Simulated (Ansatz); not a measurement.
# In3H2: the cost of one run

Program: Ansatz 0.2.0. Level of theory: DFT PBE, scalar-relativistic, plane waves, PAW. These are calculated values, not measurements.

## Step 1: The structure to begin with

It takes space group P-3m1 (No. 164, trigonal). Conventional cell: a = 3.948 Å, b = 3.948 Å, c = 6.142 Å, α = 90.00°, β = 90.00°, γ = 120.00°. In (site symmetry -3m) has 6 H at 2.73 Å as nearest neighbours. In (site symmetry 3m) is surrounded by 4 H at 2.38 to 2.46 Å. Around H (site symmetry 3m) lie 7 In at 2.38 to 2.73 Å.

Coordinates:

```xyz
5
Lattice="3.9480 0.0000 0.0000 -1.9740 3.4191 0.0000 0.0000 0.0000 6.1425" Properties=species:S:1:pos:R:3 pbc="T T T"
In    0.0000    0.0000    0.0000
In    0.0000    2.2794    3.9619
In    1.9740    1.1397    2.1806
H     0.0000    2.2794    1.5049
H     1.9740    1.1397    4.6376
```

(A quick probe on a coarse mesh, which set the mesh and smearing, is not shown.)

## Step 3: A loose first relaxation

input.yaml

```yaml
crystal:
  lattice:
    - [3.9480340672, 0.0, 0.0]
    - [-1.9740170336, 3.4190977972, 0.0]
    - [0.0, 0.0, 6.1424997036]
  atoms:
    - { symbol: In, position: [0.0, 0.0, 0.0] }
    - { symbol: In, position: [0.3333333333, 0.6666666667, 0.645] }
    - { symbol: In, position: [0.6666666667, 0.3333333333, 0.355] }
    - { symbol: H, position: [0.3333333333, 0.6666666667, 0.245] }
    - { symbol: H, position: [0.6666666667, 0.3333333333, 0.755] }
basis:
  ecutwfc: 420
kpoints:
  mp_grid: { grid: [6, 6, 4] }
hamiltonian:
  xc: pbe
scf:
  occupations: { method: gaussian, width: 0.1 }
  lower_state_search: "off"
output:
  forces: true
  stress: true
  eigenvalues: true
relax:
  adjacent_minimum: "off"
  f_tol: 0.04
  max_steps: 70
  cell: { stress_tol: 0.4 }
```

Launch:

```sh
ansatz run input.yaml --threads 1 --pin off --max-ram 2560MiB --backend cpu --events-out ev --progress --plain --runs-dir out
```

Q: Estimate wall time and peak memory on 1 thread of Intel Xeon Platinum 8259CL at 2.50GHz (Skylake/Cascade Lake), shared host.

About 85 s, with a peak of 0.43 GiB.
